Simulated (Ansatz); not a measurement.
## SiO2, space group I-42d: band-curvature effective masses by finite differences

Computed with Ansatz's Python interface.

`mass_sio2.py`:
```python
import warnings

import ansatz as az
import numpy as np


def main() -> None:
    warnings.simplefilter("ignore", az.DeckWarning)

    structure = (
        az.Lattice.of([-2.37405, 2.37405, 3.744], [2.37405, -2.37405, 3.744], [2.37405, 2.37405, -3.744])
        .atom("Si", [0.0, 0.0, 0.0])
        .atom("Si", [0.75, 0.25, 0.5])
        .atom("O", [0.99838, 0.625, 0.87338])
        .atom("O", [0.375, 0.24838, 0.37338])
        .atom("O", [0.75162, 0.125, 0.12662])
        .atom("O", [0.875, 0.00162, 0.62662])
    )

    setup = (
        structure.calculation()
        .functional("pbesol")
        .pseudopotentials("paw")
        .basis(450)
        .kpoints(6, 6, 6)
        .scf(tolerance=1e-09)
        .occupations("fixed")
    )
    res = setup.band_table().run(threads=1, backend="cpu")
    rep = res.report
    levels = np.array(rep["eigenvalues_ev"])
    filled = round(rep["n_electrons"] / 2)
    edges = {"top filled band": (filled - 1, levels[:, filled - 1].argmax()), "lowest empty band": (filled, levels[:, filled].argmin())}
    gap = levels[:, filled].min() - levels[:, filled - 1].max()
    print(f"gap on the mesh {gap:.3f} eV")
    if gap <= 0.05:
        print("no gap: band-edge masses have no meaning here")
        edges = {}
    reciprocal = 2 * np.pi * np.linalg.inv(res.lattice.cell_ang).T
    step = 0.006  # 1/A

    pairs = [(0, 1), (0, 2), (1, 2)]
    moves = [sign * axis for axis in np.eye(3) for sign in (-1, 1)]
    moves += [s1 * np.eye(3)[i] + s2 * np.eye(3)[j] for i, j in pairs for s1 in (1, -1) for s2 in (1, -1)]
    for name, (band, index) in edges.items():
        together = int(np.sum(np.abs(levels[index] - levels[index, band]) < 2e-3))
        print(name, "at k =", np.round(rep["kpoints_frac"][index], 4), f"E = {levels[index, band]:.4f} eV, degeneracy {together}")
        centre = np.array(rep["kpoints_frac"][index]) @ reciprocal
        points = [centre] + [centre + step * move for move in moves]
        table = setup.band_structure(points, intervals=1, cartesian=True).run(threads=1, backend="cpu").band_structure().channels[0].eigenvalues_ev
        if together > 1:
            level = np.flatnonzero(np.abs(levels[index] - levels[index, band]) < 2e-3)
            along = (table[1, level] + table[2, level] - 2 * table[0, level]) / step ** 2
            print("  degenerate level, no single mass tensor; masses of its branches along x:", np.round(7.61996 / along, 3), "m_e")
            continue
        e = table[:, band]
        hessian = np.diag((e[1:7:2] + e[2:7:2] - 2 * e[0]) / step ** 2)
        for (i, j), (pp, pm, mp, mm) in zip(pairs, e[7:].reshape(3, 4)):
            hessian[i, j] = hessian[j, i] = (pp - pm - mp + mm) / (4 * step ** 2)
        curvatures, axes = np.linalg.eigh(hessian)
        slope = (e[2:7:2] - e[1:7:2]) / (2 * step)
        print("  slope (eV A):", np.round(slope, 3) + 0.0, "" if np.abs(slope).max() < 0.05 else "- no extremum here, so these are local curvatures and no band-edge masses")
        for curvature, axis in zip(curvatures, axes.T):
            print(f"  principal mass {7.61996 / curvature:8.3f} m_e along", np.round(axis, 2) + 0.0)


if __name__ == "__main__":
    main()
```

Output of `python mass_sio2.py`:
```text
gap on the mesh 5.975 eV
top filled band at k = [0. 0. 0.] E = 1.0873 eV, degeneracy 2
  degenerate level, no single mass tensor; masses of its branches along x: [-6.599 -7.166] m_e
lowest empty band at k = [0. 0. 0.] E = 7.0623 eV, degeneracy 1
  slope (eV A): [0. 0. 0.]
  principal mass    0.536 m_e along [0.93 0.36 0.  ]
  principal mass    0.536 m_e along [-0.36  0.93  0.  ]
  principal mass    0.503 m_e along [0. 0. 1.]
```

Reading the output:
- Semilocal gaps usually lie well under measured ones.
- The structure is a deposited one; some such entries were measured under pressure or heat, so a shift against it needn't be the functional's error alone.
- Levels are Kohn-Sham eigenvalues on this mesh.
- The masses are finite-difference curvatures at extrema found on a coarse mesh, which needn't be the true band edges; a step that is long against the gap makes them too heavy. Negative values are curvatures of valence bands (the hole mass is their size). Spin-orbit coupling is left out, and light masses scale with the Kohn-Sham gap.
- Finished in 25 s on 1 thread of Intel(R) Xeon(R) Processor @ 2.30GHz (shared host), peak memory 0.52 GiB.
